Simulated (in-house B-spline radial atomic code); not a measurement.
**Co²⁺: a fraction of an electron removed from 3d**

The exact energy is linear between whole electron numbers. How far does LDA (VWN5) stray from that for Co²⁺, with charge removed from 3d step by step?

Program: in-house B-spline radial atomic code version 1. Level of theory: scalar-relativistic (spin-free one-electron X2C) LDA (Slater, VWN5), spin-polarised, spherical fractional occupations, Fermi nucleus, basis-set limit. These are calculated values, not measurements, unless marked.

## 1. The atom as given

* element: cobalt (Z = 27)
* charge: +2
* electrons: 25
* configuration: [Ar] 3d7
* Hamiltonian: scalar-relativistic (X2C)
* nucleus: Fermi, rms radius 3.788 fm

Outer shells as boxes (Hund's rule):

[Ar] 3d7
```
[Ar] core
3d [↑↓][↑↓][↑ ][↑ ][↑ ]
```

Where spins are not typed, each open shell is filled with up spins first.

## 2. The start, at fraction 0

Settings, as recorded:

```ini
Z = 27
electrons = 25.0
configuration = [Ar] 3d7
hamiltonian = x2c
method = lda,vwn
spin_polarised = True
nucleus = fermi
rms_radius = 3.7875
mass_number = 59
atomic_mass = 58.933193524
speed_of_light = 137.035999084
```

Main fields of the result record, rounded:

```text
{
  "status": "converged",
  "scf [iteration, energy, orbital gradient]": [
    [1, -1377.25057601, 0.464],
    [2, -1379.63011564, 0.699],
    [3, -1389.39183226, 0.0859],
    [4, -1389.63264332, 0.0391],
    [5, -1389.64904222, 0.0182],
    [6, -1389.65266361, 0.0105],
    [7, -1389.65625146, 0.000341],
    [8, -1389.65625273, 5.47e-05],
    [9, -1389.65625283, 4.67e-07],
    [10, -1389.65625283, 1.34e-08]
  ],
  "energy [hartree]": {"total": -1389.65625283, "kinetic": 1409.63942251, "nuclear": -3317.35665916, "coulomb": 574.796051908, "xc": -56.735068089},
  "orbitals [hartree, bohr; first row names the columns]": [
    ["name", "occ", "eps", "<r>", "<r^2>", "<1/r>", "r_max"],
    ["1s up", 1.0, -278.88484, 0.055961, 0.0042241, 27.377, 0.036478],
    ["1s down", 1.0, -278.88434, 0.05596, 0.004224, 27.377, 0.036478],
    ["2s up", 1.0, -33.651751, 0.25595, 0.077405, 5.8586, 0.21357],
    ["2s down", 1.0, -33.59111, 0.25569, 0.07724, 5.8651, 0.21345],
    ["2p up", 3.0, -28.960618, 0.22527, 0.062364, 5.7034, 0.17192],
    ["2p down", 3.0, -28.913892, 0.22498, 0.062189, 5.7092, 0.1718],
    ["3s up", 1.0, -4.4935241, 0.77509, 0.69434, 1.8426, 0.66949],
    ["3s down", 1.0, -4.3746659, 0.77741, 0.69887, 1.836, 0.67018],
    ["3p up", 3.0, -3.1580421, 0.81592, 0.786, 1.6925, 0.6783],
    ["3p down", 3.0, -3.0422205, 0.82006, 0.7949, 1.6839, 0.67948],
    ["3d up", 5.0, -1.0503078, 1.0075, 1.3157, 1.3241, 0.66257],
    ["3d down", 2.0, -0.94493054, 1.0421, 1.4234, 1.295, 0.66899]
  ],
  "sum_r [bohr^k]": {"-1": 123.7341, "1": 15.55625, "2": 16.09802}
}
```

Run time: 0.3 s. Hardware: 1 thread, shared host.

## 3. 0.05 electron removed from 3d

The settings differ from step 2 so:

```diff
@@ -1,4 +1,4 @@
 Z = 27
-electrons = 25.0
-configuration = [Ar] 3d7
+electrons = 24.95
+configuration = [Ar] 3d6.95
 hamiltonian = x2c
```

Main fields:

```text
{
  "status": "converged",
  "iterations": 10,
  "energy [hartree]": {"total": -1389.60828095, "kinetic": 1409.59418083, "nuclear": -3316.47349759, "coulomb": 573.981458241, "xc": -56.7104224299},
  "orbitals [hartree, bohr; first row names the columns]": [
    ["name", "occ", "eps", "<r>"],
    ["1s up", 1.0, -278.91781, 0.055961],
    ["1s down", 1.0, -278.91731, 0.05596],
    ["2s up", 1.0, -33.686223, 0.25595],
    ["2s down", 1.0, -33.624282, 0.25569],
    ["2p up", 3.0, -28.994855, 0.22527],
    ["2p down", 3.0, -28.947127, 0.22498],
    ["3s up", 1.0, -4.5270562, 0.77483],
    ["3s down", 1.0, -4.4057349, 0.77719],
    ["3p up", 3.0, -3.1912028, 0.81542],
    ["3p down", 3.0, -3.072976, 0.81964],
    ["3d up", 5.0, -1.0817751, 1.0029],
    ["3d down", 1.95, -0.97398876, 1.0372]
  ],
  "sum_r [bohr^k]": {"-1": 123.7014, "1": 15.46864, "2": 15.91749},
  "energy_minus_base [hartree]": 0.0479718752
}
```

It took 0.19 s on 1 thread, shared host.

energy_minus_base is the energy less that of the reference run.

## 4. 0.19 electron removed from 3d

The settings differ from step 3 so:

```diff
@@ -1,4 +1,4 @@
 Z = 27
-electrons = 24.95
-configuration = [Ar] 3d6.95
+electrons = 24.81
+configuration = [Ar] 3d6.81
 hamiltonian = x2c
```

Main fields:

```text
{
  "status": "converged",
  "iterations": 10,
  "energy [hartree]": {"total": -1389.46615044, "kinetic": 1409.45990829, "nuclear": -3313.95184809, "coulomb": 571.665654088, "xc": -56.6398647356},
  "orbitals [hartree, bohr; first row names the columns]": [
    ["name", "occ", "eps", "<r>"],
    ["1s up", 1.0, -279.012, 0.055961],
    ["1s down", 1.0, -279.01146, 0.05596],
    ["2s up", 1.0, -33.78474, 0.25596],
    ["2s down", 1.0, -33.71909, 0.25568],
    ["2p up", 3.0, -29.0927, 0.22529],
    ["2p down", 3.0, -29.042113, 0.22497],
    ["3s up", 1.0, -4.622561, 0.77406],
    ["3s down", 1.0, -4.4942345, 0.77657],
    ["3p up", 3.0, -3.2856278, 0.81397],
    ["3p down", 3.0, -3.1605584, 0.8184],
    ["3d up", 5.0, -1.1714616, 0.9906],
    ["3d down", 1.81, -1.0568001, 1.0239]
  ],
  "sum_r [bohr^k]": {"-1": 123.6081, "1": 15.22837, "2": 15.43299},
  "energy_minus_base [hartree]": 0.190102386
}
```

It took 0.18 s on 1 thread, shared host.

## 5. 0.27 electron removed from 3d

The settings differ from step 4 so:

```diff
@@ -1,4 +1,4 @@
 Z = 27
-electrons = 24.81
-configuration = [Ar] 3d6.81
+electrons = 24.73
+configuration = [Ar] 3d6.73
 hamiltonian = x2c
```

Main fields:

```text
{
  "status": "converged",
  "iterations": 10,
  "energy [hartree]": {"total": -1389.37968054, "kinetic": 1409.37806855, "nuclear": -3312.47913467, "coulomb": 570.319936301, "xc": -56.5985507181},
  "orbitals [hartree, bohr; first row names the columns]": [
    ["name", "occ", "eps", "<r>"],
    ["1s up", 1.0, -279.06703, 0.055961],
    ["1s down", 1.0, -279.06647, 0.05596],
    ["2s up", 1.0, -33.842335, 0.25597],
    ["2s down", 1.0, -33.77452, 0.25567],
    ["2p up", 3.0, -29.149902, 0.22529],
    ["2p down", 3.0, -29.097646, 0.22497],
    ["3s up", 1.0, -4.6781783, 0.7736],
    ["3s down", 1.0, -4.5457765, 0.77619],
    ["3p up", 3.0, -3.3406023, 0.8131],
    ["3p down", 3.0, -3.2115507, 0.81766],
    ["3d up", 5.0, -1.2237357, 0.9838],
    ["3d down", 1.73, -1.1050591, 1.0167]
  ],
  "sum_r [bohr^k]": {"-1": 123.5535, "1": 15.09423, "2": 15.16903},
  "energy_minus_base [hartree]": 0.276572293
}
```

Run time: 0.19 s. Hardware: 1 thread, shared host.

## 6. 0.39 electron removed from 3d

The settings differ from step 5 so:

```diff
@@ -1,4 +1,4 @@
 Z = 27
-electrons = 24.73
-configuration = [Ar] 3d6.73
+electrons = 24.61
+configuration = [Ar] 3d6.61
 hamiltonian = x2c
```

Main fields:

```text
{
  "status": "converged",
  "iterations": 10,
  "energy [hartree]": {"total": -1389.24267018, "kinetic": 1409.24819155, "nuclear": -3310.22758186, "coulomb": 568.27199335, "xc": -56.5352732228},
  "orbitals [hartree, bohr; first row names the columns]": [
    ["name", "occ", "eps", "<r>"],
    ["1s up", 1.0, -279.15118, 0.055961],
    ["1s down", 1.0, -279.1506, 0.055961],
    ["2s up", 1.0, -33.930467, 0.25597],
    ["2s down", 1.0, -33.859342, 0.25567],
    ["2p up", 3.0, -29.237431, 0.2253],
    ["2p down", 3.0, -29.182624, 0.22496],
    ["3s up", 1.0, -4.7629845, 0.77289],
    ["3s down", 1.0, -4.6243701, 0.7756],
    ["3p up", 3.0, -3.4244111, 0.81177],
    ["3p down", 3.0, -3.2892866, 0.81651],
    ["3d up", 5.0, -1.3035125, 0.97392],
    ["3d down", 1.61, -1.1786939, 1.0061]
  ],
  "sum_r [bohr^k]": {"-1": 123.4701, "1": 14.89707, "2": 14.78917},
  "energy_minus_base [hartree]": 0.413582647
}
```

It took 0.18 s on 1 thread, shared host.

## 7. 0.5 electron removed from 3d

The settings differ from step 6 so:

```diff
@@ -1,4 +1,4 @@
 Z = 27
-electrons = 24.61
-configuration = [Ar] 3d6.61
+electrons = 24.5
+configuration = [Ar] 3d6.5
 hamiltonian = x2c
```

Main fields:

```text
{
  "status": "converged",
  "iterations": 10,
  "energy [hartree]": {"total": -1389.10924193, "kinetic": 1409.12149852, "nuclear": -3308.11963644, "coulomb": 566.364835449, "xc": -56.4759394632},
  "orbitals [hartree, bohr; first row names the columns]": [
    ["name", "occ", "eps", "<r>"],
    ["1s up", 1.0, -279.23, 0.055961],
    ["1s down", 1.0, -279.22939, 0.055961],
    ["2s up", 1.0, -34.013057, 0.25598],
    ["2s down", 1.0, -33.938831, 0.25566],
    ["2p up", 3.0, -29.319457, 0.22531],
    ["2p down", 3.0, -29.262259, 0.22495],
    ["3s up", 1.0, -4.8421406, 0.7722],
    ["3s down", 1.0, -4.6977252, 0.77502],
    ["3p up", 3.0, -3.5026192, 0.8105],
    ["3p down", 3.0, -3.3618217, 0.81541],
    ["3d up", 5.0, -1.3780517, 0.96518],
    ["3d down", 1.5, -1.247476, 0.99677]
  ],
  "sum_r [bohr^k]": {"-1": 123.3921, "1": 14.72035, "2": 14.45663},
  "energy_minus_base [hartree]": 0.547010899
}
```

It took 0.19 s on 1 thread, shared host.

## 8. 0.54 electron removed from 3d

The settings differ from step 7 so:

```diff
@@ -1,4 +1,4 @@
 Z = 27
-electrons = 24.5
-configuration = [Ar] 3d6.5
+electrons = 24.46
+configuration = [Ar] 3d6.46
 hamiltonian = x2c
```

Main fields:

```text
{
  "status": "converged",
  "iterations": 10,
  "energy [hartree]": {"total": -1389.05883732, "kinetic": 1409.0735891, "nuclear": -3307.34282148, "coulomb": 565.664453077, "xc": -56.4540580222},
  "orbitals [hartree, bohr; first row names the columns]": [
    ["name", "occ", "eps", "<r>"],
    ["1s up", 1.0, -279.25905, 0.055961],
    ["1s down", 1.0, -279.25843, 0.055961],
    ["2s up", 1.0, -34.043512, 0.25598],
    ["2s down", 1.0, -33.968141, 0.25566],
    ["2p up", 3.0, -29.349703, 0.22531],
    ["2p down", 3.0, -29.291624, 0.22495],
    ["3s up", 1.0, -4.8712531, 0.77194],
    ["3s down", 1.0, -4.7247029, 0.77481],
    ["3p up", 3.0, -3.5313793, 0.81003],
    ["3p down", 3.0, -3.3884935, 0.815],
    ["3d up", 5.0, -1.4054857, 0.96207],
    ["3d down", 1.46, -1.272786, 0.99347]
  ],
  "sum_r [bohr^k]": {"-1": 123.3633, "1": 14.657, "2": 14.33918},
  "energy_minus_base [hartree]": 0.597415511
}
```

It took 0.18 s on 1 thread, shared host.

## 9. 0.64 electron removed from 3d

The settings differ from step 8 so:

```diff
@@ -1,4 +1,4 @@
 Z = 27
-electrons = 24.46
-configuration = [Ar] 3d6.46
+electrons = 24.36
+configuration = [Ar] 3d6.36
 hamiltonian = x2c
```

Main fields:

```text
{
  "status": "converged",
  "iterations": 10,
  "energy [hartree]": {"total": -1388.92836882, "kinetic": 1408.94946486, "nuclear": -3305.37708175, "coulomb": 563.897910128, "xc": -56.3986620564},
  "orbitals [hartree, bohr; first row names the columns]": [
    ["name", "occ", "eps", "<r>"],
    ["1s up", 1.0, -279.33258, 0.055961],
    ["1s down", 1.0, -279.33193, 0.055961],
    ["2s up", 1.0, -34.120618, 0.25599],
    ["2s down", 1.0, -34.04235, 0.25565],
    ["2p up", 3.0, -29.426282, 0.22532],
    ["2p down", 3.0, -29.36597, 0.22495],
    ["3s up", 1.0, -4.9447854, 0.77129],
    ["3s down", 1.0, -4.7928382, 0.77425],
    ["3p up", 3.0, -3.6040134, 0.80884],
    ["3p down", 3.0, -3.4558467, 0.81396],
    ["3d up", 5.0, -1.4748262, 0.95445],
    ["3d down", 1.36, -1.3367449, 0.98538]
  ],
  "sum_r [bohr^k]": {"-1": 123.2905, "1": 14.50065, "2": 14.0532},
  "energy_minus_base [hartree]": 0.72788401
}
```

Run time: 0.18 s. Hardware: 1 thread, shared host.

## 10. 0.83 electron removed from 3d

The settings differ from step 9 so:

```diff
@@ -1,4 +1,4 @@
 Z = 27
-electrons = 24.36
-configuration = [Ar] 3d6.36
+electrons = 24.17
+configuration = [Ar] 3d6.17
 hamiltonian = x2c
```

Main fields:

```text
{
  "status": "converged",
  "iterations": 10,
  "energy [hartree]": {"total": -1388.66264672, "kinetic": 1408.69621151, "nuclear": -3301.55041679, "coulomb": 560.482348866, "xc": -56.2907903042},
  "orbitals [hartree, bohr; first row names the columns]": [
    ["name", "occ", "eps", "<r>"],
    ["1s up", 1.0, -279.47578, 0.055962],
    ["1s down", 1.0, -279.47508, 0.055961],
    ["2s up", 1.0, -34.270879, 0.256],
    ["2s down", 1.0, -34.186955, 0.25564],
    ["2p up", 3.0, -29.575517, 0.22534],
    ["2p down", 3.0, -29.510845, 0.22493],
    ["3s up", 1.0, -5.0873752, 0.76997],
    ["3s down", 1.0, -4.9249351, 0.77315],
    ["3p up", 3.0, -3.7448327, 0.80648],
    ["3p down", 3.0, -3.5863925, 0.81189],
    ["3d up", 5.0, -1.6094881, 0.94056],
    ["3d down", 1.17, -1.4608958, 0.97068]
  ],
  "sum_r [bohr^k]": {"-1": 123.1488, "1": 14.21113, "2": 13.53771},
  "energy_minus_base [hartree]": 0.993606109
}
```

It took 0.19 s on 1 thread, shared host.

## 11. 0.94 electron removed from 3d

The settings differ from step 10 so:

```diff
@@ -1,4 +1,4 @@
 Z = 27
-electrons = 24.17
-configuration = [Ar] 3d6.17
+electrons = 24.06
+configuration = [Ar] 3d6.06
 hamiltonian = x2c
```

Main fields:

```text
{
  "status": "converged",
  "iterations": 10,
  "energy [hartree]": {"total": -1388.49792083, "kinetic": 1408.5389495, "nuclear": -3299.28106463, "coulomb": 558.471038624, "xc": -56.2268443221},
  "orbitals [hartree, bohr; first row names the columns]": [
    ["name", "occ", "eps", "<r>"],
    ["1s up", 1.0, -279.56073, 0.055962],
    ["1s down", 1.0, -279.56, 0.055961],
    ["2s up", 1.0, -34.36008, 0.25601],
    ["2s down", 1.0, -34.27279, 0.25563],
    ["2p up", 3.0, -29.66411, 0.22535],
    ["2p down", 3.0, -29.596844, 0.22493],
    ["3s up", 1.0, -5.1715983, 0.76918],
    ["3s down", 1.0, -5.0029378, 0.77247],
    ["3p up", 3.0, -3.8279951, 0.80507],
    ["3p down", 3.0, -3.6634608, 0.81065],
    ["3d up", 5.0, -1.6891562, 0.93285],
    ["3d down", 1.06, -1.5343043, 0.96255]
  ],
  "sum_r [bohr^k]": {"-1": 123.0648, "1": 14.04775, "2": 13.25453},
  "energy_minus_base [hartree]": 1.158332
}
```

It took 0.17 s on 1 thread, shared host.

## 12. 1 electron removed from 3d

The settings differ from step 11 so:

```diff
@@ -1,4 +1,4 @@
 Z = 27
-electrons = 24.06
-configuration = [Ar] 3d6.06
+electrons = 24.0
+configuration = [Ar] 3d6
 hamiltonian = x2c
```

Main fields:

```text
{
  "status": "converged",
  "iterations": 10,
  "energy [hartree]": {"total": -1388.40464902, "kinetic": 1408.44982382, "nuclear": -3298.02684482, "coulomb": 557.36389534, "xc": -56.1915233705},
  "orbitals [hartree, bohr; first row names the columns]": [
    ["name", "occ", "eps", "<r>"],
    ["1s up", 1.0, -279.6077, 0.055962],
    ["1s down", 1.0, -279.60695, 0.055961],
    ["2s up", 1.0, -34.409407, 0.25601],
    ["2s down", 1.0, -34.320251, 0.25563],
    ["2p up", 3.0, -29.713101, 0.22535],
    ["2p down", 3.0, -29.644397, 0.22492],
    ["3s up", 1.0, -5.2180406, 0.76873],
    ["3s down", 1.0, -5.0459416, 0.77209],
    ["3p up", 3.0, -3.8738488, 0.80429],
    ["3p down", 3.0, -3.7059443, 0.80996],
    ["3d up", 5.0, -1.7331282, 0.92874],
    ["3d down", 1.0, -1.5748073, 0.95822]
  ],
  "sum_r [bohr^k]": {"-1": 123.0184, "1": 13.95988, "2": 13.10442},
  "energy_minus_base [hartree]": 1.2516038
}
```

Wall time 0.2 s (1 thread, shared host).

## 13. The energy along the path

| fraction | energy change (eV) | less the straight line (eV) | level 3d down (eV) | sum of <r²> (bohr²) |
| --- | --- | --- | --- | --- |
| 0 | 0.0000 | 0.0000 | -25.713 | 16.098 |
| 0.05 | 1.3054 | -0.3975 | -26.504 | 15.917 |
| 0.19 | 5.1729 | -1.2980 | -28.757 | 15.433 |
| 0.27 | 7.5259 | -1.6697 | -30.070 | 15.169 |
| 0.39 | 11.2542 | -2.0284 | -32.074 | 14.789 |
| 0.5 | 14.8849 | -2.1440 | -33.946 | 14.457 |
| 0.54 | 16.2565 | -2.1347 | -34.634 | 14.339 |
| 0.64 | 19.8067 | -1.9903 | -36.375 | 14.053 |
| 0.83 | 27.0374 | -1.2306 | -39.753 | 13.538 |
| 0.94 | 31.5198 | -0.4946 | -41.751 | 13.255 |
| 1 | 34.0579 | 0.0000 | -42.853 | 13.104 |

From fraction 0 to 1 the energy changes by 34.058 eV. It sags under the straight line by up to 2.14 eV (at 0.5); exact theory is straight between whole electron numbers, so this convex bend is an error (delocalisation) that favours fractional charges. Slater's transition state, the slope from the orbital energy at fraction 0.5 (Janak's theorem), gives 33.946 eV for the whole step. The tabulated ionisation energy is 33.5 ± 0.06 eV (semi-empirical; NIST Atomic Spectra Database), so the whole step is off by +0.56 eV, and minus the highest level at fraction 0 (25.713 eV) by -7.79 eV. Open shells are averaged (over orientations, and over spins where the run is restricted), while tables refer to the lowest levels.
